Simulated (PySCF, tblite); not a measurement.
# C9H15N: geometry, infrared bands and NMR shifts

Aim: predict the infrared bands and NMR shifts of C9H15N (`CC#C[C@@H]1CCCNCC1`).

The runs use tblite 0.8.0 and PySCF 2.14.0, with density-fitted response routines of our own; the level of theory stands in each step. All values are computed, except where a source is named. Atoms are numbered from 0 throughout.

### Step 1. The molecule as given

25 atoms, charge 0, multiplicity 1; geometry from: force field or distance geometry start.

Bonds of the start (Å): C0–C1 1.48, C1–C2 1.19, C2–C3 1.49, C3–C4 1.53, C4–C5 1.54, C5–C6 1.52, C6–N7 1.47, N7–C8 1.46, C8–C9 1.52, C9–C3 1.55, C0–H10 1.09, C0–H11 1.09, C0–H12 1.08, C3–H13 1.10, C4–H14 1.11, C4–H15 1.10, C5–H16 1.10, C5–H17 1.10, C6–H18 1.11, C6–H19 1.09, N7–H20 1.03, C8–H21 1.10, C8–H22 1.09, C9–H23 1.09, C9–H24 1.10.

### Step 2. Relaxing the molecule with GFN2-xTB

Job settings and geometry (Å):

```
{"job": {"kind": "relax", "xc": "GFN2-xTB", "basis": "xTB"}, "charge": 0, "multiplicity": 1}
C      4.490300     0.290300     0.638600
C      3.061100     0.130800     0.301700
C      1.912800    -0.015200     0.044200
C      0.469900    -0.176000    -0.306100
C     -0.217200     1.187000    -0.364300
C     -1.454600     1.178900    -1.280200
C     -2.666000     0.446500    -0.728300
N     -2.415500    -0.951000    -0.363900
C     -1.674800    -1.069700     0.887300
C     -0.173800    -1.165400     0.701300
H      4.817700    -0.500400     1.312500
H      4.652700     1.252200     1.131900
H      5.092300     0.257500    -0.254200
H      0.437100    -0.642500    -1.298200
H      0.480300     1.930700    -0.794100
H     -0.473500     1.559900     0.641500
H     -1.743400     2.223100    -1.462700
H     -1.183000     0.754400    -2.255700
H     -3.092500     0.996600     0.130300
H     -3.434400     0.457800    -1.496800
H     -3.334600    -1.394900    -0.232000
H     -1.932100    -0.253100     1.582900
H     -1.997700    -1.978000     1.403400
H      0.281900    -1.057700     1.688800
H      0.086100    -2.180400     0.381100
```

Command:

```
> OMP_NUM_THREADS=1 python probes_run.py task.json out
```

One launch serves the whole session: the jobs run in the order shown.

**Question.** This job is followed by: GFN2-xTB harmonic vibrations, gas phase; GIAO PBE0/pcSseg-1 NMR shielding, non-relativistic, gas phase. Predict these results of the whole session: strongest single infrared mode (GFN2-xTB); zero-point energy (GFN2-xTB); 13C shifts against TMS (PBE0/pcSseg-1); 1H shifts against TMS (PBE0/pcSseg-1, means over atoms taken as alike); 15N shifts against NH3 (PBE0/pcSseg-1).

As calculated:

| quantity | value |
| --- | --- |
| strongest single infrared mode (GFN2-xTB) | 2988 cm⁻¹, 99 km/mol |
| zero-point energy (GFN2-xTB) | 138.4 kcal/mol |
| 13C shifts against TMS (PBE0/pcSseg-1) | 92.5, 82.1, 59.6, 53.8, 40.9, 38.0, 37.0, 31.3, 4.9 ppm |
| 1H shifts against TMS (PBE0/pcSseg-1, means over atoms taken as alike) | 3.27, 3.24, 2.86, 2.53, 2.40, 2.21, 2.01, 1.95, 1.56, 1.53, 1.47, 1.39, 0.98 ppm |
| 15N shifts against NH3 (PBE0/pcSseg-1) | 50.1 ppm |

What this shows: Relaxing lowered the energy by 0.128 eV in 92 steps; the close pair that moved most is C2–C3, from 1.493 to 1.455 Å. No mode is imaginary among the 69: a minimum at this level. Unscaled tight-binding wavenumbers are off by several per cent, some by more. Its intensities can rank the bands wrongly. At PBE0/pcSseg-1: The largest span, 287 ppm, is at C2, where the paramagnetic term is -162 ppm.
